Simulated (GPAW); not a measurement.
# Cr3Co (P6_3/mmc) in GPAW: single point with PBE

Aim: the single point of Cr3Co with PBE.

All numbers are computed with GPAW 26.7.0; they aren't measurements. Logs are shortened: lines on timing, memory, paths and dates and some standing lists are left out, and cuts for length are marked. The log counts tension as positive stress, the text compression.

### 1 The crystal as given

Symmetry: P6_3/mmc, No. 194, hexagonal system. Conventional cell: a = 5.083 Å, b = 5.083 Å, c = 4.083 Å, α = 90.00°, β = 90.00°, γ = 120.00°. Around Co (site symmetry -6m2) lie 12 Cr at 2.52 to 2.54 Å. Around Cr (site symmetry mm2) lie 8 Cr at 2.50 to 2.57 Å and 4 Co at 2.52 to 2.54 Å.

The cell comes from a database or a generator and needn't be the stable form of this composition.

### 2 Single point, PBE, collinear spin, ferromagnetic start

Contents of run.py:

```python
from ase import Atoms
from ase.dft.bandgap import bandgap
from ase.io import write
from ase.units import GPa
from gpaw import GPAW, PW

atoms = Atoms(['Co', 'Co', 'Cr', 'Cr', 'Cr', 'Cr', 'Cr', 'Cr'],
              cell=[[5.0827277538, 0.0, 0.0],
                    [-2.5413638769, 4.4017713553, 0.0],
                    [0.0, 0.0, 4.083369]],
              scaled_positions=[[0.3333333333, 0.6666666667, 0.75],
                                [0.6666666667, 0.3333333333, 0.25],
                                [0.164790505, 0.32958101, 0.25],
                                [0.835209495, 0.67041899, 0.75],
                                [0.164790505, 0.835209495, 0.25],
                                [0.835209495, 0.164790505, 0.75],
                                [0.67041899, 0.835209495, 0.25],
                                [0.32958101, 0.164790505, 0.75]],
              pbc=True)
atoms.set_initial_magnetic_moments([2.0, 2.0, 3.0, 3.0, 3.0, 3.0, 3.0, 3.0])

calc = GPAW(mode=PW(600),
            xc='PBE',
            kpts={'size': (6, 6, 7), 'gamma': True},
            occupations={'name': 'methfessel-paxton', 'order': 0, 'width': 0.05},
            nbands=58,
            convergence={'density': 1e-05, 'energy': 1e-05},
            maxiter=150,
            txt='gpaw.txt')
atoms.calc = calc
energy = atoms.get_potential_energy()
forces = atoms.get_forces()
stress = atoms.get_stress()
calc.write('gs.gpw')
write('result.traj', atoms)
print(f'Energy: {energy:.6f} eV')
print('Forces (eV/A):')
print(forces.round(4))
print('Stress (GPa):', (stress / GPa).round(3))
print('Moments:', calc.get_magnetic_moments().round(3))
print('Fermi level:', round(calc.get_fermi_level(), 4), 'eV')
print(f'Gap: {bandgap(calc)[0]:.4f} eV, direct: {bandgap(calc, direct=True)[0]:.4f} eV')
```

Potentials or basis: GPAW PAW data sets (gpaw-data 1.2.1), pw.

Launch:

```console
> OMP_NUM_THREADS=1 python run.py
```

gpaw.txt:

```text
__  _  _
 | _ |_)|_||  |
 |__||  | ||/\| - 26.7.0

Input parameters:
  mode=PW(ecut=600.0),
  convergence={'density': 1e-05, 'energy': 1e-05},
  kpts=MonkhorstPack(size=(6, 6, 7), gamma=True),
  maxiter=150,
  nbands=58,
  occupations=Occupations(name='methfessel-paxton', order=0, width=0.05),
  xc=XC(name='PBE')

Diagonalizing LCAO Hamiltonian
Converting LCAO to pw mode

           Co    Cr
             Cr    Cr
         Cr    Cr
           Cr    Co

Atoms  # Å, Bohr magnetons
|   | symbol |         x |        y |        z |    initial magnetic moments |
|---|--------|-----------|----------|----------|-----------------------------|
| 0 |     Co | -0.000000 | 2.934514 | 3.062527 | ( 0.0000,  0.0000,  2.0000) |
| 1 |     Co |  2.541364 | 1.467257 | 1.020842 | ( 0.0000,  0.0000,  2.0000) |
| 2 |     Cr |  0.000000 | 1.450740 | 1.020842 | ( 0.0000,  0.0000,  3.0000) |
| 3 |     Cr |  2.541364 | 2.951031 | 3.062527 | ( 0.0000,  0.0000,  3.0000) |
| 4 |     Cr | -1.284986 | 3.676401 | 1.020842 | ( 0.0000,  0.0000,  3.0000) |
| 5 |     Cr |  3.826350 | 0.725370 | 3.062527 | ( 0.0000,  0.0000,  3.0000) |
| 6 |     Cr |  1.284986 | 3.676401 | 1.020842 | ( 0.0000,  0.0000,  3.0000) |
| 7 |     Cr |  1.256378 | 0.725370 | 3.062527 | ( 0.0000,  0.0000,  3.0000) |

Unit cell  # Å
| periodic |         x |        y |        z |  lengths |     angles |
|----------|-----------|----------|----------|----------|------------|
|      yes |  5.082728 | 0.000000 | 0.000000 | 5.082728 |  90.000000 |
|      yes | -2.541364 | 4.401771 | 0.000000 | 5.082728 |  90.000000 |
|      yes |  0.000000 | 0.000000 | 4.083369 | 4.083369 | 120.000000 |

Number of symmetries: 12
Symmetry operations  # r_c * U_cc + t_c -> r_c
|    | kind |            matrix            |
|----|------|------------------------------|
|  0 |  σ   |  1, 1, 0,  0,-1, 0,  0, 0, 1 |
|  1 |  S6  |  1, 1, 0, -1, 0, 0,  0, 0,-1 |
|  2 |  E   |  1, 0, 0,  0, 1, 0,  0, 0, 1 |
|  3 |  C2  |  1, 0, 0, -1,-1, 0,  0, 0,-1 |
|  4 |  C2  |  0, 1, 0,  1, 0, 0,  0, 0,-1 |
|  5 |  C3  |  0, 1, 0, -1,-1, 0,  0, 0, 1 |
|  6 |  S6  |  0,-1, 0,  1, 1, 0,  0, 0,-1 |
|  7 |  σ   |  0,-1, 0, -1, 0, 0,  0, 0, 1 |
|  8 |  σ   | -1, 0, 0,  1, 1, 0,  0, 0, 1 |
|  9 |  i   | -1, 0, 0,  0,-1, 0,  0, 0,-1 |
| 10 |  C3  | -1,-1, 0,  1, 0, 0,  0, 0, 1 |
| 11 |  C2  | -1,-1, 0,  0, 1, 0,  0, 0,-1 |

BZ-sampling:
  Number of BZ points: 252
  Number of IBZ points: 37

  Monkhorst-Pack size: [6, 6, 7]
  Monkhorst-Pack shift: [0.08333333333333333, 0.08333333333333333, 0.0]

K-points  # in reciprocal-cell coordinates
|     |                                coordinates |     weight |
|-----|--------------------------------------------|------------|
|   0 | (  0.00000000,   0.00000000,   0.00000000) | 0.00396825 |
|   1 | (  0.00000000,   0.00000000,   0.14285714) | 0.00793651 |
|   2 | (  0.00000000,   0.00000000,   0.28571429) | 0.00793651 |
|   3 | (  0.00000000,   0.00000000,   0.42857143) | 0.00793651 |
|   4 | (  0.16666667,   0.00000000,  -0.42857143) | 0.02380952 |
|   5 | (  0.16666667,   0.00000000,  -0.28571429) | 0.02380952 |
|   6 | (  0.16666667,   0.00000000,  -0.14285714) | 0.02380952 |
|   7 | (  0.16666667,   0.00000000,   0.00000000) | 0.02380952 |
|   8 | (  0.16666667,   0.00000000,   0.14285714) | 0.02380952 |
|   9 | (  0.16666667,   0.00000000,   0.28571429) | 0.02380952 |
| ... |                                            |            |
|  36 | (  0.50000000,   0.50000000,   0.42857143) | 0.02380952 |

Plane wave coefficients: 3084
Cutoff: 600.0 eV

Spin-components: 2 (collinear spins)
Bands:           58
Projectors:      48
Spin-degeneracy: 1
Datatype:        complex128

Parallelization:
  kpt:    1
  domain: 1
  band:   1

Density:
  Valence electrons: 54.0
  Components: 2
  Grid points: [30 30 24]
  Charge: 0.0  # |e|

Potential:
  Grid points: [30 30 24]

species:
  Co:
    name:    Cobalt
    Z:       27.0
    valence: 9
    core:    18
    charge:  0.0  # [|e|]
    compensation charges:
      type: gauss
      rc: 0.32  # [Å]
      lmax: 2
    cutoffs:
      filter: 1.87  # [Å]
      core: 2.55  # [Å]
    projectors
    | kind |    occ | energy [eV] | rcut [Å] |
    |------|--------|-------------|----------|
    |   4s |  2.000 |      -5.469 |    1.005 |
    |   4p |  0.000 |      -1.277 |    1.058 |
    |   3d |  7.000 |      -8.205 |    1.005 |
    |    s |        |      21.742 |    1.005 |
    |    p |        |      25.934 |    1.058 |
    |    d |        |      19.007 |    1.005 |

    Using partial waves for Co as LCAO basis

  Cr:
    name:    Chromium
    Z:       24.0
    valence: 6
    core:    18
    charge:  0.0  # [|e|]
    compensation charges:
      type: gauss
      rc: 0.35  # [Å]
      lmax: 2
    cutoffs:
      filter: 2.14  # [Å]
      core: 3.04  # [Å]
    projectors
    | kind |    occ | energy [eV] | rcut [Å] |
    |------|--------|-------------|----------|
    |   4s |  1.000 |      -4.007 |    1.164 |
    |   4p |  0.000 |      -0.989 |    1.217 |
    |   3d |  5.000 |      -2.913 |    1.111 |
    |    s |        |      23.205 |    1.164 |
    |    p |        |      26.223 |    1.217 |
    |    d |        |      24.299 |    1.111 |

    Using partial waves for Cr as LCAO basis

Reference energy: -247299.684510  # eV

eigensolver:
  PPCG
  Converge bands: occupied
  niter=2

density mixing:
  MSR1-Mixer
  Pratt-step length: 0.05
  Maximum mixing coefficient: 0.75
  Old densities: 10
  SVD Regularization: 0.005
  Good broyden scale: 1.0
  Trust region scale: 1.0
  Backstep threshold: 4.0
  History deletion threshold: 6.0
  Fourier metric: weight=20.0, sigma=0.015

occupation numbers:
  Methfessel-Paxton:
    width: 0.0500  # eV
    order: 0

poisson solver:
  ecut: 4800.0  # eV

xc functional:
  name: PBE with 2 nearest neighbor stencil

convergence criteria:
- Maximum integral of absolute [dens]ity change: 1e-05 electrons / valence electron
- Maximum [total energy] change in last 3 cyles: 1e-05 eV / valence electron
- Maximum integral of absolute [eigenst]ate change: 4e-08 eV^2 / valence electron
maximum number of iterations: 150

SCF iterations
|iter     | |      energy | eigst |  dens |  magmom |
|---------|-|-------------|-------|-------|---------|
|iter:   1| |  -67.606108 | +0.42 |       | +21.9795|
|iter:   2| |  -67.596193 | -1.35 | -0.58 | +21.4479|
|iter:   3| |  -68.480157 | -1.65 | -0.59 | +18.7109|
|iter:   4| |  -70.512569 | -1.19 | -0.69 | +13.9292|
|iter:   5| |  -70.429619 | -1.47 | -0.77 | +10.8705|
|iter:   6| |  -70.894285 | -1.67 | -1.08 |  +6.6356|
|iter:   7| |  -70.917792 | -2.20 | -1.29 |  +3.9643|
|iter:   8| |  -70.943684 | -2.34 | -1.50 |  +1.1931|
|iter:   9| |  -70.999011 | -2.40 | -1.67 |  +0.7441|
|iter:  10| |  -71.002918 | -3.43 | -2.04 |  +1.0512|
|iter:  11| |  -71.006083 | -3.84 | -2.38 |  +1.0330|
|iter:  12| |  -71.008742 | -3.90 | -2.59 |  +1.0014|
|iter:  13| |  -71.009927 | -3.30 | -2.77 |  +0.5740|
|iter:  14| |  -71.010797 | -4.25 | -2.53 |  +0.4050|
|iter:  15| |  -71.010497 | -4.11 | -2.59 |  +0.0444|
|iter:  16| |  -71.011192 | -4.29 | -2.77 |  -0.1200|
|iter:  17| |  -71.011305 | -4.01 | -2.96 |  -0.3547|
|iter:  18| |  -71.011745 | -4.25 | -2.97 |  -0.2211|
|iter:  19| |  -71.011779c| -5.34 | -3.25 |  -0.2579|
|iter:  20| |  -71.011758c| -5.96 | -3.55 |  -0.2363|
|iter:  21| |  -71.011702c| -5.83 | -3.65 |  -0.1859|
|iter:  22| |  -71.011630c| -5.48 | -3.68 |  -0.1034|
|iter:  23| |  -71.011597c| -5.16 | -3.68 |  +0.0144|
|iter:  24| |  -71.011614c| -6.15 | -3.66 |  +0.0325|
|iter:  25| |  -71.011635c| -6.00 | -3.89 |  +0.0826|
|iter:  26| |  -71.011626c| -6.03 | -3.90 |  +0.0329|
|iter:  27| |  -71.011620c| -6.79 | -3.55 |  +0.0372|
|iter:  28| |  -71.011618c| -6.14 | -4.20 |  +0.0009|
|iter:  29| |  -71.011622c| -6.01 | -4.24 |  -0.0372|
|iter:  30| |  -71.011622c| -7.10 | -4.04 |  -0.0365|
|iter:  31| |  -71.011620c| -7.05 | -4.42 |  -0.0204|
|iter:  32| |  -71.011619c| -7.02 | -4.87 |  -0.0081|
|iter:  33| |  -71.011619c| -8.00c| -5.19c|  -0.0074|

Converged in 33 steps
Energy contributions relative to reference atoms: (reference = -247299.684510)

Energy contributions:
  Kinetic:         -80.228266
  Coulomb:          47.184444
  Zero:              1.186750
  External:          0.000000
  Xc:              -39.143426
  Entropy:          -0.022242
  Spinorbit:         0.000000
  ----------------------------
  Free energy:     -71.022740
  Extrapolated:    -71.011619

dipole moment: (0.000081, 0.000140, 0.000130)  # |e|*Ang

Total magnetic moment: (0.000000, 0.000000, -0.007414)

Local magnetic moments
|        x |        y |         z |
|----------|----------|-----------|
| 0.000000 | 0.000000 | -0.001138 |  # Co   0
| 0.000000 | 0.000000 | -0.001138 |  # Co   1
| 0.000000 | 0.000000 | -0.000779 |  # Cr   2
| 0.000000 | 0.000000 | -0.000779 |  # Cr   3
| 0.000000 | 0.000000 | -0.000779 |  # Cr   4
| 0.000000 | 0.000000 | -0.000779 |  # Cr   5
| 0.000000 | 0.000000 | -0.000779 |  # Cr   6
| 0.000000 | 0.000000 | -0.000779 |  # Cr   7

Fermi level: 10.804
Eigenvalues  # (at kpt = [0.000, 0.000, 0.000])
| band index |      eig [eV] | occ [0-1] |      eig [eV] | occ [0-1] |
|------------|---------------|-----------|---------------|-----------|
|          0 |         2.967 |     1.000 |         2.967 |     1.000 |
|        ... |               |           |               |           |
|         18 |        10.134 |     1.000 |        10.134 |     1.000 |
|         19 |        10.159 |     1.000 |        10.157 |     1.000 |
|         20 |        10.226 |     1.000 |        10.226 |     1.000 |
|         21 |        10.334 |     1.000 |        10.333 |     1.000 |
|         22 |        10.348 |     1.000 |        10.347 |     1.000 |
|         23 |        10.348 |     1.000 |        10.347 |     1.000 |
[... 8 lines left out ...]
|         32 |        12.596 |     0.000 |        12.596 |     0.000 |
|         33 |        12.716 |     0.000 |        12.715 |     0.000 |
|        ... |               |           |               |           |
|         57 |        21.308 |     0.000 |        22.937 |     0.000 |

No gap
No difference between direct/indirect transitions

Forces  # eV/Ang
|        x |        y |        z |
|----------|----------|----------|
| -0.00000 |  0.00000 | -0.00000 |  # Co   0
|  0.00000 |  0.00000 |  0.00000 |  # Co   1
|  0.00000 |  0.02344 |  0.00000 |  # Cr   2
| -0.00000 | -0.02344 | -0.00000 |  # Cr   3
|  0.02030 | -0.01172 |  0.00000 |  # Cr   4
| -0.02030 |  0.01172 | -0.00000 |  # Cr   5
| -0.02030 | -0.01172 |  0.00000 |  # Cr   6
|  0.02030 |  0.01172 | -0.00000 |  # Cr   7

Stress tensor  # eV/Ang^3
|        x |        y |        z |
|----------|----------|----------|
| 0.010899 | 0.000000 | 0.000000 |
| 0.000000 | 0.010899 | 0.000000 |
| 0.000000 | 0.000000 | 0.009085 |

# Writing to gs.gpw (mode='')
```

It took 17 min on 1 thread of Arm Neoverse V1, shared host; peak memory 0.43 GiB.

Results:

```
Free energy            : -71.0227 eV
Pressure               : -1.6 GPa
Largest force          : 0.023 eV/Å
Band gap on the k mesh : none (metal or under the smearing width)
Net moment             : -0.01 μB per cell
```

Forces on the atoms (eV/Å):
```
Co   0.000  0.000  0.000
Co   0.000  0.000  0.000
Cr   0.000  0.023  0.000
Cr   0.000 -0.023  0.000
Cr   0.020 -0.012  0.000
Cr  -0.020  0.012  0.000
Cr  -0.020 -0.012  0.000
Cr   0.020  0.012  0.000
```

Levels at points of the mesh, in eV from the Fermi level:
Spin up:
```tsv
k point	band 23	band 24	band 25	band 26	band 27	band 28	band 29	band 30	band 31	band 32
(0.00, 0.00, 0.00)	-0.46	-0.46	-0.41	-0.41	0.05	0.05	0.06	0.06	0.89	1.79
(0.50, 0.50, 0.00)	-0.59	-0.40	-0.40	-0.22	-0.21	0.00	0.25	0.48	0.59	0.74
```
Spin down:
```csv
k point,band 23,band 24,band 25,band 26,band 27,band 28,band 29,band 30,band 31,band 32
"(0.00, 0.00, 0.00)",-0.46,-0.46,-0.41,-0.41,0.05,0.05,0.06,0.06,0.89,1.79
"(0.50, 0.50, 0.00)",-0.59,-0.41,-0.40,-0.22,-0.21,-0.01,0.25,0.48,0.59,0.74
```

Caveat: the starting moments collapsed, and a magnetic state may lie lower.
